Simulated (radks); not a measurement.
**Fe⁺ in [Ar] 3d6 5s1: an all-electron calculation**

An exercise on one series of results from a longer session: the logs are not shown, and one member is left open.

Method: scalar-relativistic Kohn-Sham, LDA (Slater exchange, Perdew-Wang correlation), spin-polarised, spherical densities, point nucleus; open shells are filled with parallel spins first. Code: radks (a radial shooting solver on a logarithmic mesh, Libxc functionals) version 1.

### What is computed

| Quantity | Value |
| --- | --- |
| element | iron (Z = 26) |
| charge | +1 |
| electrons | 25 |
| configuration | [Ar] 3d6 5s1 |

The outer shells:

Fe⁺
```
[Ar] core
3d [↑↓][↑ ][↑ ][↑ ][↑ ]
5s [↑ ]
```

Set-up of the first run:

Settings of this run:

```text
Z 26
configuration [Ar] 3d6 5s1
relativity scalar-relativistic
functional lda,pw
spin polarised
nucleus point
c 137.035999084
```

On the command line:

```
$ python run_ks.py task.json out
```

The same process makes all the runs of this session.

Steps of the session up to this table: Self-consistent calculation.

One table of the session follows, with a row left open; its other results are not shown here.

It belongs to the step «Radial structure». Sizes of the orbitals, from the radial functions (bohr):

| level | <r> | outermost maximum (interpolated) | 90 % within | nodes |
| --- | --- | --- | --- | --- |
| 1s up | 0.05855 | 0.0383 | 0.105 | 0 |
| 1s down | 0.05855 | 0.0383 | 0.105 | 0 |
| 2s up | 0.2677 | 0.223 | 0.415 | 1 |
| 2s down | 0.2673 | 0.223 | 0.414 | 1 |
| 2p up | ? | ? | ? | ? |
| 2p down | 0.2356 | 0.180 | 0.386 | 0 |
| 3s up | 0.8120 | 0.701 | 1.22 | 2 |
| 3s down | 0.8150 | 0.702 | 1.22 | 2 |
| 3p up | 0.8573 | 0.713 | 1.32 | 1 |
| 3p down | 0.8628 | 0.714 | 1.33 | 1 |
| 3d up | 1.069 | 0.705 | 1.84 | 0 |
| 3d down | 1.120 | 0.714 | 1.96 | 0 |
| 5s up | 6.084 | 5.77 | 8.58 | 4 |
| 5s down | 6.385 | 5.99 | 9.08 | 4 |

**Question.** Estimate the row for 2p up.

The run gave: <r>: 0.2360; outermost maximum (interpolated): 0.180; 90 % within: 0.387; nodes: 0. In the column «<r>» it lies between 2p down (0.2356) and 2s down (0.2673).
